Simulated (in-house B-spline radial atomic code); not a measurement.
# Se⁸⁺: excited configurations in jj coupling

Wanted: excitation energies of Se⁸⁺ as differences of total energies (ΔSCF).

Method: Dirac-Hartree-Fock, average of configuration, Fermi nucleus, basis-set limit. Code: in-house B-spline radial atomic code version 1.

### 1 The atom as given

* element: selenium (Z = 34)
* charge: +8
* electrons: 26
* configuration: 1s2 2s2 2p6 3s2 3p6 3d-4 3d+4
* Hamiltonian: Dirac-Coulomb
* nucleus: Fermi, rms radius 4.140 fm

In configurations, a minus sign after the shell means j = l − 1/2 and a plus sign j = l + 1/2; the count of electrons follows.

Input settings:

```ini
Z = 34
electrons = 26.0
configuration = 1s2 2s2 2p6 3s2 3p6 3d-4 3d+4
hamiltonian = dirac
method = hf
spin_polarised = False
nucleus = fermi
rms_radius = 4.14
mass_number = 80
atomic_mass = 79.916521761
speed_of_light = 137.035999084
```

The reference is known from an earlier run: -2407.009859 hartree in all. Up to eight levels, counted from the top:

| orbital | occupation | energy (eV) | <r> (bohr) |
| --- | --- | --- | --- |
| 2s1/2 | 2 | -1862.21 | 0.1949 |
| 2p1/2 | 2 | -1682.34 | 0.1685 |
| 2p3/2 | 4 | -1638.55 | 0.1720 |
| 3s1/2 | 2 | -403.58 | 0.5594 |
| 3p1/2 | 2 | -341.52 | 0.5627 |
| 3p3/2 | 4 | -331.24 | 0.5724 |
| 3d3/2 | 4 | -225.99 | 0.5693 |
| 3d5/2 | 4 | -224.31 | 0.5729 |

### 2 Configuration 1s2 2s2 2p6 3s2 3p-1 3p+4 3d-3 3d+5 5p-1

Input settings:

```ini
Z = 34
electrons = 26.0
configuration = 1s2 2s2 2p6 3s2 3p-1 3p+4 3d-3 3d+5 5p-1
hamiltonian = dirac
method = hf
spin_polarised = False
nucleus = fermi
rms_radius = 4.14
mass_number = 80
atomic_mass = 79.916521761
speed_of_light = 137.035999084
```

### 3 Configuration 1s2 2s2 2p6 3s2 3p6 3d-1 3d+6 4s1

The settings differ from step 2 so:

```diff
@@ -2,3 +2,3 @@
 electrons = 26.0
-configuration = 1s2 2s2 2p6 3s2 3p-1 3p+4 3d-3 3d+5 5p-1
+configuration = 1s2 2s2 2p6 3s2 3p6 3d-1 3d+6 4s1
 hamiltonian = dirac
```

### 4 Run with 1s2 2s2 2p6 3s2 3p6 3d-1 3d+6 5f+1

The settings differ from step 3 so:

```diff
@@ -2,3 +2,3 @@
 electrons = 26.0
-configuration = 1s2 2s2 2p6 3s2 3p6 3d-1 3d+6 4s1
+configuration = 1s2 2s2 2p6 3s2 3p6 3d-1 3d+6 5f+1
 hamiltonian = dirac
```

### 5 Run with 1s2 2s2 2p6 3s2 3p-2 3p+3 3d-4 3d+4 5f-1

The settings differ from step 4 so:

```diff
@@ -2,3 +2,3 @@
 electrons = 26.0
-configuration = 1s2 2s2 2p6 3s2 3p6 3d-1 3d+6 5f+1
+configuration = 1s2 2s2 2p6 3s2 3p-2 3p+3 3d-4 3d+4 5f-1
 hamiltonian = dirac
```

### 6 1s2 2s2 2p6 3s2 3p6 3d-3 3d+4 7d+1

The settings differ from step 5 so:

```diff
@@ -2,3 +2,3 @@
 electrons = 26.0
-configuration = 1s2 2s2 2p6 3s2 3p-2 3p+3 3d-4 3d+4 5f-1
+configuration = 1s2 2s2 2p6 3s2 3p6 3d-3 3d+4 7d+1
 hamiltonian = dirac
```

### 7 1s2 2s2 2p6 3s2 3p-2 3p+3 3d-3 3d+5 4s1

The settings differ from step 6 so:

```diff
@@ -2,3 +2,3 @@
 electrons = 26.0
-configuration = 1s2 2s2 2p6 3s2 3p6 3d-3 3d+4 7d+1
+configuration = 1s2 2s2 2p6 3s2 3p-2 3p+3 3d-3 3d+5 4s1
 hamiltonian = dirac
```

### 8 1s2 2s2 2p6 3s2 3p6 3d-3 3d+5

The settings differ from step 7 so:

```diff
@@ -2,3 +2,3 @@
 electrons = 26.0
-configuration = 1s2 2s2 2p6 3s2 3p-2 3p+3 3d-3 3d+5 4s1
+configuration = 1s2 2s2 2p6 3s2 3p6 3d-3 3d+5
 hamiltonian = dirac
```

### 9 Run with 1s2 2s2 2p6 3s2 3p6 3d-2 3d+6

The settings differ from step 8 so:

```diff
@@ -2,3 +2,3 @@
 electrons = 26.0
-configuration = 1s2 2s2 2p6 3s2 3p6 3d-3 3d+5
+configuration = 1s2 2s2 2p6 3s2 3p6 3d-2 3d+6
 hamiltonian = dirac
```

How far above the reference does each configuration lie (order and size, in eV)?

**Answer**, as computed:

| net move | configuration | energy above the reference (eV) | with Breit, QED, recoil (eV) | largest <r> (bohr) |
| --- | --- | --- | --- | --- |
| 3d3/2 → 3d5/2 | 1s2 2s2 2p6 3s2 3p6 3d-3 3d+5 | 1.254 | 1.200 | 0.572 |
| 2×3d3/2 → 2×3d5/2 | 1s2 2s2 2p6 3s2 3p6 3d-2 3d+6 | 1.745 | 1.654 | 0.572 |
| 3×3d3/2 → 2×3d5/2, 4s | 1s2 2s2 2p6 3s2 3p6 3d-1 3d+6 4s1 | 83.096 | 83.048 | 1.34 |
| 3×3d3/2 → 2×3d5/2, 5f7/2 | 1s2 2s2 2p6 3s2 3p6 3d-1 3d+6 5f+1 | 177.87 | 177.75 | 3.32 |
| 3d3/2, 3p3/2 → 3d5/2, 4s | 1s2 2s2 2p6 3s2 3p-2 3p+3 3d-3 3d+5 4s1 | 190.73 | 190.56 | 1.34 |
| 3d3/2 → 7d5/2 | 1s2 2s2 2p6 3s2 3p6 3d-3 3d+4 7d+1 | 196.15 | 196.10 | 6.62 |
| 3d3/2, 3p1/2 → 3d5/2, 5p1/2 | 1s2 2s2 2p6 3s2 3p-1 3p+4 3d-3 3d+5 5p-1 | 268.52 | 268.19 | 2.62 |
| 3p3/2 → 5f5/2 | 1s2 2s2 2p6 3s2 3p-2 3p+3 3d-4 3d+4 5f-1 | 282.57 | 282.39 | 3.32 |

The energies run from 1.254 eV (3d3/2 → 3d5/2) to 282.57 eV (3p3/2 → 5f5/2). 2 of them lie more than 2 % above the ionisation threshold that Koopmans' theorem gives (224.31 eV), where such states can decay by emitting an electron. Two partly filled shells share a symmetry and can mix in the average, which may lower the energy, for: 3d3/2 → 7d5/2; 3d3/2, 3p1/2 → 3d5/2, 5p1/2. These are averages over configurations, without correlation, not spectroscopic levels.
